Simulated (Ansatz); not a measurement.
Predict the output of the script below (the Ansatz DFT code, driven from Python).

Script `run_methods.py`:
```python
"""One geometry of CH4OSSi, method by method."""

from pathlib import Path

import ansatz as az
import numpy as np

GEOMETRY = """
O    -1.49980    1.05790   -0.16400
Si   -0.07600    0.67320    0.42190
C     0.45300   -1.02790    0.25620
S     0.90280   -0.38450   -1.26870
H    -1.66510    0.88890   -1.13510
H     0.84990    1.82350    0.65540
H     1.37060   -1.31030    0.87440
H    -0.24320   -1.77790    0.30410
"""

ch4ossi = az.Crystal.molecule()
for line in GEOMETRY.strip().splitlines():
    symbol, *xyz = line.split()
    ch4ossi = ch4ossi.atom(symbol, [float(v) for v in xyz])

job = ch4ossi.calculation().basis(gaussian="def2-SVP")

print("functional    E (Ha)        dipole (D)   HOMO (eV)  LUMO (eV)")
for name in ["revpbe", "blyp", "hse06", "r2scan0", "pbe0"]:
    r = job.functional(name).forces().orbitals().run(runs_dir="runs").report
    lines = Path(r["orbitals_path"]).read_text().splitlines()
    field_of = lambda key: [line.split("=")[1].strip() for line in lines if line.startswith(key)]
    orbitals = [(27.211386 * float(e), s, float(n)) for e, s, n in zip(field_of("Ene="), field_of("Spin="), field_of("Occup="))]
    homo = max(e for e, _, n in orbitals if n > 0.5)
    lumo = min(e for e, _, n in orbitals if n < 0.5)
    dipole = 4.803205 * np.linalg.norm(r["charge_distribution"]["dipole_moment_e_ang"])
    print(f"{name:10s} {r['free_energy_ev'] / 27.211386246:14.6f} {dipole:9.3f} {homo:11.3f} {lumo:10.3f}")
```

```console
$ python run_methods.py
functional    E (Ha)        dipole (D)   HOMO (eV)  LUMO (eV)
revpbe        -802.940785     1.695      -4.998     -2.055
blyp          -803.060957     1.571      -4.794     -1.954
hse06         -802.706357     1.904      -5.834     -1.708
r2scan0       -802.977295     2.035      -6.404     -1.255
pbe0          -802.725644     1.918      -6.233     -1.334
```

What to keep in mind:
- Total energies depend on the basis set; only differences at equal settings carry meaning.
- The geometry is a force-field or estimated start, not a minimum of this method, and the basis set is short of its limit. A lower total doesn't mark the better method: functionals have no common bound, and MP2 and coupled cluster aren't variational.
- Levels such as HOMO and LUMO are orbital energies: with these approximate functionals they aren't the ionisation energy and electron affinity, and their gap isn't the fundamental gap.
- hse06 follows the composition of plane-wave codes, whose totals differ by tens of mHa, up to about 0.1 Ha, from the form usual in Gaussian-basis programs (wpbeh).
- Hardware and time: 14 s on 1 thread of Arm Neoverse V2 (shared host), peak memory 0.24 GiB.

(Lines on the test bed's own set-up are left out of the output.)
